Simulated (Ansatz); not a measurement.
# CdH8N2Si2: the cost of one run

Program: Ansatz 0.2.0, Gaussian basis. Level of theory: the settings change from run to run. These are calculated values, not measurements.

## Step 1: The relaxed structure

The structure was relaxed beforehand with PBE0-D4 in a triple-zeta def2 set. Cd takes a core potential in def2 sets; no spin-orbit term is included.

SMILES `[NH2][Cd][N]([SiH3])[SiH3]`, 13 atoms, charge 0, spin multiplicity 1.

Atoms are counted from 1 here; the program's logs count them from 0.

Bond lengths: N1–Cd2 2.001 Å, N1–H6 1.014 Å, N1–H7 1.013 Å, Cd2–N3 2.021 Å, N3–Si4 1.718 Å, N3–Si5 1.717 Å, Si4–H8 1.492 Å, Si4–H9 1.492 Å, Si4–H10 1.492 Å, Si5–H11 1.492 Å, Si5–H12 1.492 Å, Si5–H13 1.493 Å. Angles: Cd2–N1–H6 112.1°, Cd2–N1–H7 112.1°, H6–N1–H7 106.4°, N1–Cd2–N3 175.4°, Cd2–N3–Si4 118.2°, Cd2–N3–Si5 118.1°, Si4–N3–Si5 123.8°, N3–Si4–H8 108.9°, N3–Si4–H9 112.3°, N3–Si4–H10 112.5°, H8–Si4–H9 108.0°, H8–Si4–H10 107.9°, H9–Si4–H10 107.0°, N3–Si5–H11 112.6°, N3–Si5–H12 112.3°, N3–Si5–H13 108.9°, H11–Si5–H12 107.0°, H11–Si5–H13 107.8° and more.

## Step 2: wB97X-V/def2-TZVPD

This run has charge +1, multiplicity 2, atoms shaken by 0.03 Å, the search for lower states set to off.

Input file in.yaml:

```yaml
crystal:
  periodic: [false, false, false]
  atoms:
    - {symbol: N, position_ang: [-3.067673, 1.217484, 0.966551]}
    - {symbol: Cd, position_ang: [-1.314433, 0.574548, 0.411340]}
    - {symbol: N, position_ang: [0.486117, -0.264920, -0.136270]}
    - {symbol: Si, position_ang: [0.497807, -1.841787, -0.659857]}
    - {symbol: Si, position_ang: [1.857399, 0.751600, -0.132438]}
    - {symbol: H, position_ang: [-3.485841, 2.004575, 0.387825]}
    - {symbol: H, position_ang: [-3.136929, 1.488467, 1.920989]}
    - {symbol: H, position_ang: [-0.945533, -2.424043, -0.515095]}
    - {symbol: H, position_ang: [0.998695, -2.061680, -2.063415]}
    - {symbol: H, position_ang: [1.329837, -2.705096, 0.237248]}
    - {symbol: H, position_ang: [2.846528, 0.320884, 0.902922]}
    - {symbol: H, position_ang: [2.513971, 0.849131, -1.439429]}
    - {symbol: H, position_ang: [1.477941, 2.100268, 0.248209]}
basis:
  gaussian: {orbitals: def2-TZVPD}
total_charge: 1
magnetization: {spin_polarized: true, initial_magnetization: 1}
hamiltonian: {xc: {name: wB97X-V}}
scf: {lower_state_search: off}
output: {forces: true}
```

Run with:

```sh
ansatz run in.yaml --threads 4 --pin off --events-out ev --progress --plain --max-ram 11315MiB
```

**Question.** How long does this run take on 4 threads of Arm Neoverse V2, shared host, and how much memory does it need?

About 25 s, with a peak of 1.3 GiB.
